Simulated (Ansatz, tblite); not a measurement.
**Mo(NH)2F2 (F2H2MoN2): one state, many levels**

One table from this session's results is given with a row withheld; the runs are named, their logs left out.

The runs use Ansatz 0.2.0, Gaussian basis; as each input shows.

The runs, in order: GFN1-xTB, GFN2-xTB, PBE-D4/def2-TZVP, r2SCAN-D4/def2-TZVP, B3LYP-D4/def2-TZVP, BLYP-D4/def2-TZVP, BHLYP-D4/def2-TZVP, r2SCAN0-D4/def2-TZVP, B2PLYP/def2-TZVP, HF/def2-TZVP, HSE06-D4/def2-TZVP, PBE-D4/def2-SVP, PBE0-D4/def2-SVP, PBE0-D4/def2-TZVPD, PBE-D4/def2-TZVPD, r2SCAN-D4/def2-TZVPD, CCSD(T)/def2-TZVPP, MP2/def2-TZVP, RPA/def2-TZVP.

### The relaxed structure

The geometry is that of the singlet, from an earlier relaxation (PBE-D4/def2-SVP).

7 atoms, charge 0, spin multiplicity 1.

Bond lengths: Mo1–N2 1.734 Å, Mo1–N4 1.734 Å, Mo1–F6 1.870 Å, Mo1–F7 1.870 Å, N2–H3 1.027 Å, N4–H5 1.027 Å. Angles: N2–Mo1–N4 108.8°, N2–Mo1–F6 107.8°, N2–Mo1–F7 107.8°, N4–Mo1–F6 107.8°, N4–Mo1–F7 107.8°, F6–Mo1–F7 116.6°, Mo1–N2–H3 154.8°, Mo1–N4–H5 154.7°.

As a file:

```xyz
7
F2H2MoN2
Mo   -0.45392    0.01565   -0.31483
N    -0.42688    0.01269    1.41900
H     0.02509   -0.00373    2.34117
N     1.17804   -0.03833   -0.89869
H     2.19962   -0.07301   -0.79802
F    -1.20767    1.63365   -0.87243
F    -1.31428   -1.54692   -0.87620
```

Formally the metal is d0. Mo takes a core potential in the def2 sets. No spin-orbit coupling is included.

PBE0-D4/def2-TZVP was run before; its log isn't repeated, and its numbers join the tables.

The first run:

Tight binding, by tblite at 300 K electronic temperature and without a spin-polarisation term:

```python
tblite.interface.Calculator('GFN1-xTB', numbers, positions, charge=0, uhf=0).singlepoint()
```

Tight binding, by tblite at 300 K electronic temperature and without a spin-polarisation term:

```python
tblite.interface.Calculator('GFN2-xTB', numbers, positions, charge=0, uhf=0).singlepoint()
```

start.molden holds the orbitals of an earlier run on this state, given as this run's starting guess.

File in.yaml:

```yaml
crystal:
  periodic: [false, false, false]
  atoms:
    - {symbol: Mo, position_ang: [-0.453920, 0.015648, -0.314834]}
    - {symbol: N, position_ang: [-0.426876, 0.012694, 1.418996]}
    - {symbol: H, position_ang: [0.025094, -0.003729, 2.341168]}
    - {symbol: N, position_ang: [1.178036, -0.038330, -0.898691]}
    - {symbol: H, position_ang: [2.199619, -0.073009, -0.798025]}
    - {symbol: F, position_ang: [-1.207672, 1.633648, -0.872426]}
    - {symbol: F, position_ang: [-1.314281, -1.546923, -0.876199]}
basis:
  gaussian: {orbitals: def2-TZVP, initial_orbitals: start.molden}
hamiltonian: {xc: pbe, dispersion: d4}
scf: {omitted_lower_state_checks: [starts]}
output: {orbitals: {seedname: orbitals}}
```

The run is started by

```sh
> ansatz run in.yaml --threads 4 --pin off --events-out ev --progress --plain --max-ram 3916MiB
```

Steps of the session up to this table: PBE-D4/def2-TZVP; r2SCAN-D4/def2-TZVP; B3LYP-D4/def2-TZVP; BLYP-D4/def2-TZVP; BHLYP-D4/def2-TZVP; r2SCAN0-D4/def2-TZVP; B2PLYP/def2-TZVP; HF/def2-TZVP; HSE06-D4/def2-TZVP; PBE-D4/def2-SVP; PBE0-D4/def2-SVP; PBE0-D4/def2-TZVPD; PBE-D4/def2-TZVPD; r2SCAN-D4/def2-TZVPD; CCSD(T)/def2-TZVPP; MP2/def2-TZVP; RPA/def2-TZVP.

One table of the session follows, with a row left open; its other results are not shown here.

It belongs to the step «Binding energy». 

| level | binding an atom (eV) |
| --- | --- |
| HF/def2-TZVP | 1.740 |
| HF/def2-TZVPP | 1.788 |
| PBE-D4/def2-SVP | 4.338 |
| PBE-D4/def2-TZVP | 4.263 |
| PBE-D4/def2-TZVPD | 4.268 |
| BLYP-D4/def2-TZVP | 4.260 |
| r2SCAN-D4/def2-TZVP | 3.955 |
| r2SCAN-D4/def2-TZVPD | 3.964 |
| B3LYP-D4/def2-TZVP | 4.007 |
| PBE0-D4/def2-SVP | 3.911 |
| PBE0-D4/def2-TZVP | 3.862 |
| PBE0-D4/def2-TZVPD | 3.872 |
| r2SCAN0-D4/def2-TZVP | ? |
| HSE06-D4/def2-TZVP | 3.867 |
| BHLYP-D4/def2-TZVP | 3.534 |
| MP2/def2-TZVP | 4.120 |
| CCSD/def2-TZVPP | 3.590 |
| CCSD(T)/def2-TZVPP | 3.834 |

**Question.** Estimate the row for r2SCAN0-D4/def2-TZVP.

The run gave: binding an atom (eV): 3.629. In the column «binding an atom (eV)» it lies between CCSD/def2-TZVPP (3.590) and CCSD(T)/def2-TZVPP (3.834).

To keep in mind: Free atoms were run apart at each level; binding is atoms less cluster, divided by the number of atoms, without zero-point or spin-orbit terms.
